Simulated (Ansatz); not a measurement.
# Ba (diamond type): the cost of one run

Method: DFT PBEsol, with the methods named in each step, in Ansatz 0.2.0.

### Step 1. The starting structure

The structure is cubic, space group Fd-3m (No. 227). Conventional cell: a = 8.340 Å, b = 8.340 Å, c = 8.340 Å, α = 90.00°, β = 90.00°, γ = 90.00°. Around Ba (site symmetry -43m) lie 4 Ba at 3.61 Å.

Coordinates:

```
Ba
1.0
     0.00000    4.17013    4.17013
     4.17013    0.00000    4.17013
     4.17013    4.17013    0.00000
Ba
2
Direct
  0.87500 0.87500 0.87500
  0.12500 0.12500 0.12500
```

Whether this phase is the stable one at these pressures isn't tested.

Atoms are numbered in the order of the input: Ba1, Ba2.

### Step 2. Cell relaxed at zero pressure, PAW

input.yaml reads:

```yaml
crystal:
  lattice:
    - [0.0, 4.1701348901, 4.1701348901]
    - [4.1701348901, 0.0, 4.1701348901]
    - [4.1701348901, 4.1701348901, 0.0]
  atoms:
    - { symbol: Ba, position: [-0.125, -0.125, -0.125] }
    - { symbol: Ba, position: [0.125, 0.125, 0.125] }
kpoints:
  mp_grid: { grid: [9, 9, 9] }
scf:
  occupations: { method: fermi_dirac, width: 0.05 }
hamiltonian:
  xc: pbesol
  pseudopotentials: { kind: paw }
output:
  forces: true
  stress: true
relax:
  f_tol: 0.005
  max_steps: 40
  cell: {}
```

Launch:

```console
> ansatz run input.yaml --threads 1 --pin off --max-ram 2048MiB --backend cpu --events-out ev --progress --plain --runs-dir out
```

Q: Estimate wall time and peak memory on 1 thread of Arm Neoverse V1, shared host.

About 25 s, with a peak of 0.39 GiB.
